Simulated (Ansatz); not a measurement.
# InSb: the cost of one run

Computed with Ansatz 0.2.0 (DFT LDA, scalar-relativistic, plane waves, PAW, unless a step's input says otherwise).

4 further runs of the same task are left out: 1 that didn't finish, 3 set aside as unsound or not needed.

## (1) The starting structure

The structure is cubic, space group F-43m (No. 216). Conventional cell: a = 6.451 Å, b = 6.451 Å, c = 6.451 Å, α = 90.00°, β = 90.00°, γ = 90.00°. Around In (site symmetry -43m) lie 4 Sb at 2.79 Å. Around Sb (site symmetry -43m) lie 4 In at 2.79 Å.

As a file:

```cif
data_structure
_symmetry_space_group_name_H-M 'P 1'
_symmetry_Int_Tables_number 1
_cell_length_a 4.5616
_cell_length_b 4.5616
_cell_length_c 4.5616
_cell_angle_alpha 60.000
_cell_angle_beta 60.000
_cell_angle_gamma 60.000
_cell_volume 67.12
loop_
_atom_site_label
_atom_site_type_symbol
_atom_site_fract_x
_atom_site_fract_y
_atom_site_fract_z
_atom_site_occupancy
In1 In 0.00000 0.00000 0.00000 1
Sb1 Sb 0.75000 0.75000 0.75000 1
```

This cell was relaxed beforehand with the same method: volume 33.56 Å³/atom, gap on the mesh none (metal).

## (2) Relaxing at 9 GPa

What is minimised here is the enthalpy; the energy can go up as the cell is squeezed.

input.yaml

```yaml
crystal:
  lattice:
    - [0.0, 3.2255340562, 3.2255340562]
    - [3.2255340562, 0.0, 3.2255340562]
    - [3.2255340562, 3.2255340562, 0.0]
  atoms:
    - { symbol: In, position: [0.0, 0.0, 0.0] }
    - { symbol: Sb, position: [0.75, 0.75, 0.75] }
basis:
  ecutwfc: 420
kpoints:
  mp_grid: { grid: [12, 12, 12] }
hamiltonian:
  xc: lda
scf:
  occupations: { method: fermi_dirac, width: 0.15 }
output:
  forces: true
  stress: true
  eigenvalues: true
relax:
  adjacent_minimum: "off"
  f_tol: 0.001
  max_steps: 60
  cell: { stress_tol: 0.02, p_target: 9.0 }
```

The run is started by

```bash
$ ansatz run input.yaml --threads 1 --pin off --max-ram 3072MiB --backend cpu --events-out ev --progress --plain --runs-dir out
```

Q: Estimate wall time and peak memory on 1 thread of Intel Xeon at 2.50GHz (Skylake/Cascade Lake), shared host.

About 2.5 min, with a peak of 0.43 GiB.
